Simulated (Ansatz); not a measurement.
Predict the output of the script below (Ansatz's Python interface).

Script `h6si2te_torsion.py`:
```python
"""Rigid torsion scan of H6Si2Te."""

import ansatz as az
from ase import Atoms

atoms = Atoms(["Si", "Si", "Te", "H", "H", "H", "H", "H", "H"], positions=[
    (-0.6817, 0.9474, -0.982),
    (0.1349, -0.7267, 0.1393),
    (1.3412, 0.1403, 2.103),
    (-1.3877, 0.4963, -2.1678),
    (0.3558, 1.8746, -1.4544),
    (-1.6503, 1.7525, -0.1224),
    (-0.9164, -1.6115, 0.5911),
    (1.1001, -1.4515, -0.7356),
    (1.7926, -1.4677, 2.6116),
])

# relax first, so that the scan starts from a minimum
first = (
    az.Crystal.molecule_from_ase(atoms).calculation()
    .basis(gaussian="def2-SVP")
    .functional("r2scan0")
    .relax(force_tolerance=0.02, max_steps=80)
)
atoms.positions = first.run(threads=1).report["positions_ang"]

start = atoms.get_dihedral(2, 1, 0, 3)
energies = {}
for turn in range(0, 121, 20):
    turned = atoms.copy()
    turned.set_dihedral(2, 1, 0, 3, start + turn, indices=[0, 3, 4, 5])
    calc = (
        az.Crystal.molecule_from_ase(turned).calculation()
        .basis(gaussian="def2-SVP")
        .functional("r2scan0")
    )
    energies[round((start + turn) % 360)] = calc.run(threads=1).report["free_energy_ev"]
floor = min(energies.values())
print("dihedral Te2-Si1-Si0-H3 (deg)   E - E(min) (kcal/mol)")
for angle, e in sorted(energies.items()):
    print(f"{angle:8d} {23.060548 * (e - floor):14.3f}  " + "#" * int(30 * (e - floor) / max(max(energies.values()) - floor, 1e-9)))
```

Running `python h6si2te_torsion.py` prints:
```text
dihedral Te2-Si1-Si0-H3 (deg)   E - E(min) (kcal/mol)
     180          0.000
     200          0.194  #######
     220          0.578  ######################
     240          0.770  ##############################
     260          0.577  ######################
     280          0.192  #######
     300          0.001
```

Notes:
- The scan is rigid and the energies are electronic, in a modest basis. With rigid groups the curve can differ much from the relaxed path, the start wasn't checked as a minimum of this torsion, and equivalent turns needn't return to the same energy.
- def2 sets replace the cores of elements past krypton by effective core potentials.
- The whole script took 88 s on 1 thread of Arm Neoverse V1, with other jobs on the host, peak memory 0.3 GiB.
